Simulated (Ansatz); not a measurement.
# CH3Cl2OTa: one species, many methods

One table from this session's results is given with a row withheld; the runs are named, their logs left out.

The runs use Ansatz 0.2.0, Gaussian basis; functionals in def2-TZVPP, the program's frozen cores in correlated methods.

The runs, in order: LDA (SPW92), PBE-D4, revPBE-D4, BLYP-D4, r2SCAN-D4, B97M-V, PBE0-D4, B3LYP-D4, r2SCANh-D4, r2SCAN0-D4, HSE06-D4, BHLYP-D4, CAM-B3LYP-D4, LC-ωPBE, ωB97X-V, ωB97M-V, B2PLYP, PBE-QIDH; CCSD(T)/def2-SVP; CCSD(T)/def2-TZVPP; MP2/def2-QZVPP; extrapolation to the limit; RPA on PBE.

### Structure used throughout

An earlier PBE0-D4 in a triple-zeta def2 set relaxation fixed the geometry. Ta takes the def2 core potential; no spin-orbit term is included.

SMILES `[CH3][Ta](=[O])([Cl])[Cl]`, 8 atoms, charge 0, spin multiplicity 1.

Atoms are counted from 1 here; the program's logs count them from 0.

Bond lengths: C1–Ta2 2.132 Å, C1–H6 1.095 Å, C1–H7 1.095 Å, C1–H8 1.095 Å, Ta2–O3 1.705 Å, Ta2–Cl4 2.294 Å, Ta2–Cl5 2.294 Å. Angles: Ta2–C1–H6 110.9°, Ta2–C1–H7 110.1°, Ta2–C1–H8 110.1°, H6–C1–H7 109.1°, H6–C1–H8 109.1°, H7–C1–H8 107.6°, C1–Ta2–O3 102.6°, C1–Ta2–Cl4 107.9°, C1–Ta2–Cl5 107.9°, O3–Ta2–Cl4 110.0°, O3–Ta2–Cl5 110.0°, Cl4–Ta2–Cl5 117.5°.

Coordinates:

```mol
CH3Cl2OTa
  3D, bonds by distance, orders not assigned

  8  7  0  0  0  0  0  0  0  0999 V2000
   -0.7137   -0.2662    0.8417 C   0  0
    0.6757    0.2033   -0.7056 Ta  0  0
    2.1778   -0.1123    0.0363 O   0  0
    0.3298   -1.2673   -2.4324 Cl  0  0
    0.4846    2.4424   -1.1679 Cl  0  0
   -1.7429   -0.1079    0.5033 H   0  0
   -0.5944   -1.3100    1.1495 H   0  0
   -0.5247    0.3609    1.7191 H   0  0
  1  2  8  0
  2  3  8  0
  2  4  8  0
  2  5  8  0
  1  6  8  0
  1  7  8  0
  1  8  8  0
M  END
```

Set-up of the first run:

File in.yaml:

```yaml
crystal:
  periodic: [false, false, false]
  atoms:
    - {symbol: C, position_ang: [-0.713737, -0.266164, 0.841704]}
    - {symbol: Ta, position_ang: [0.675735, 0.203273, -0.705579]}
    - {symbol: O, position_ang: [2.177764, -0.112286, 0.036323]}
    - {symbol: Cl, position_ang: [0.329819, -1.267265, -2.432388]}
    - {symbol: Cl, position_ang: [0.484565, 2.442414, -1.167902]}
    - {symbol: H, position_ang: [-1.742907, -0.107915, 0.503344]}
    - {symbol: H, position_ang: [-0.594408, -1.310043, 1.149531]}
    - {symbol: H, position_ang: [-0.524731, 0.360886, 1.719066]}
basis:
  gaussian: {orbitals: def2-TZVPP}
hamiltonian: {xc: lda}
output: {orbitals: {seedname: orbitals}}
```

The run is started by

```console
> ansatz run in.yaml --threads 4 --pin off --events-out ev --progress --plain --max-ram 10444MiB
```

Among the steps run: LDA; PBE-D4 (GGA); revPBE-D4 (GGA); BLYP-D4 (GGA); r2SCAN-D4 (meta-GGA); B97M-V (meta-GGA); PBE0-D4 (hybrid); B3LYP-D4 (hybrid); r2SCANh-D4 (hybrid); r2SCAN0-D4 (hybrid); HSE06-D4 (hybrid); BHLYP-D4 (hybrid); CAM-B3LYP-D4 (range-separated); LC-ωPBE (range-separated); ωB97X-V (range-separated); ωB97M-V (range-separated); B2PLYP (double hybrid); PBE-QIDH (double hybrid).

One of the session's tables, all rows but one given; the rest of the session is left out.

It belongs to the step «Orbital energies across the functionals». 

| functional | HOMO (eV) | LUMO (eV) | gap (eV) |
| --- | --- | --- | --- |
| LDA (SPW92) | -7.91 | -3.53 | 4.38 |
| PBE-D4 | -7.73 | -3.28 | 4.46 |
| revPBE-D4 | -7.67 | -3.18 | 4.49 |
| BLYP-D4 | -7.59 | -3.15 | 4.44 |
| r2SCAN-D4 | -8.06 | -3.14 | 4.93 |
| B97M-V | -8.12 | -3.08 | 5.04 |
| PBE0-D4 | -9.13 | -2.45 | 6.68 |
| B3LYP-D4 | -8.88 | -2.67 | 6.21 |
| r2SCANh-D4 | -8.58 | -2.83 | 5.75 |
| r2SCAN0-D4 | ? | ? | ? |
| HSE06-D4 | -8.73 | -2.83 | 5.90 |
| BHLYP-D4 | -10.41 | -1.46 | 8.95 |
| CAM-B3LYP-D4 | -10.54 | -1.35 | 9.20 |
| LC-ωPBE | -11.97 | -0.18 | 11.79 |
| ωB97X-V | -11.58 | -0.27 | 11.32 |
| ωB97M-V | -11.44 | -0.33 | 11.10 |

Estimate the missing values for r2SCAN0-D4.

Worked estimate for «HOMO (eV)». Against the share of exact exchange, r2SCAN-D4 (0, -8.06), r2SCANh-D4 (0.1, -8.58) give a slope of -5.20 per unit share; at 0.25 the line stands at -9.36.

The run gave: HOMO (eV): -9.35; LUMO (eV): -2.36; gap (eV): 6.99. In «HOMO (eV)» the line misses by -0.01.
